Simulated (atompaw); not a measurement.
# A PAW (atompaw) potential for selenium, from input to tests

Do these settings give a usable potential? It is generated, then checked for scattering, ghosts and hardness.

Method: atompaw 4.2.0.5, LDA (PW92), scalar-relativistic.

## 1. Settings

The settings as typed:

```json
{
 "element": "selenium (Se, Z = 34)",
 "type": "PAW",
 "frozen core": "[Ar]",
 "valence charge": "16",
 "reference configuration": "3d10 4s1 4p5",
 "partial waves": "4s (bound): rc 1.65 bohr; 4s channel at 1.45 Ry: rc 1.76 bohr; 4p (bound): rc 1.95 bohr; 4p channel at 1.3 Ry: rc 1.95 bohr; 3d (bound): rc 0.60 bohr; 3d channel at -1.75 Ry: rc 0.60 bohr",
 "local potential": "bessel scheme, radius 1.80 bohr",
 "core correction": "smooth core density matched at 1.50 bohr",
 "augmentation charge": "besselshape compensation charge, radius 1.50 bohr; PAW radius 1.95 bohr; waves and projectors: custom polynom gramschmidtortho"
}
```

An earlier all-electron run gives the scale for the radii.

All-electron outer shells of the reference configuration (LDA (PW92), scalar-relativistic, ld1.x):

| shell | level (eV) | outermost node (bohr) | outermost maximum (bohr) |
| --- | --- | --- | --- |
| 3s | -214.27 | 0.24 | 0.50 |
| 3p | -154.30 | 0.21 | 0.50 |
| 3d | -54.96 | – | 0.45 |
| 4s | -18.32 | 0.70 | 1.49 |
| 4p | -7.26 | 0.74 | 1.77 |

## 2. Generation

File Se.input:

```
Se 34
LDA-PW scalarrelativistic loggrid 1500 logderivrange -6 5 276
4 4 3 0 0 0
4 0 1
4 1 5
0 0 0
c
c
c
v
c
c
v
v
2
1.95 1.50 1.80 1.50
y
1.45
n
y
1.3
n
y
-1.75
n
custom polynom gramschmidtortho besselshape
bessel
1.65
1.76
1.95
1.95
0.60
0.60
PWSCFOUT
UPFDX 0.0125d0 UPFXMIN -7.d0 UPFZMESH 34.d0
END
```

Run with:

```console
atompaw < Se.input > Se.log
```

Q: Predict the outcome of this session. Wanted: cutoffs for 10 and 1 mRy, occupied levels; bound ghosts; largest phase difference near zero energy, channels read; lowest eigenvalue of the overlap; share of valence orbitals outside the PAW sphere; UPF file.

As calculated:

| quantity | value |
| --- | --- |
| cutoffs for 10 and 1 mRy, occupied levels | over 300 Ry and over 300 Ry |
| bound ghosts | none found |
| largest phase difference near zero energy, channels read | 0.011 rad |
| lowest eigenvalue of the overlap (Bessel basis) | 0.163 (s) |
| share of valence orbitals outside the PAW sphere | 4s 34 %, 4p 57 %, 3d 0 % |
| UPF file | written |

In words: The potential is very hard: the looser tolerance needs over 300 Ry. The slowest occupied level is 3d: taken alone it needs over 300 Ry to come within 1 mRy, against 21 Ry for 4s. It is free of bound ghosts as far as tested. Near zero energy the phases of the channels with partial waves agree within 0.011 rad. These are tests on the free atom; a crystal test is still owed.
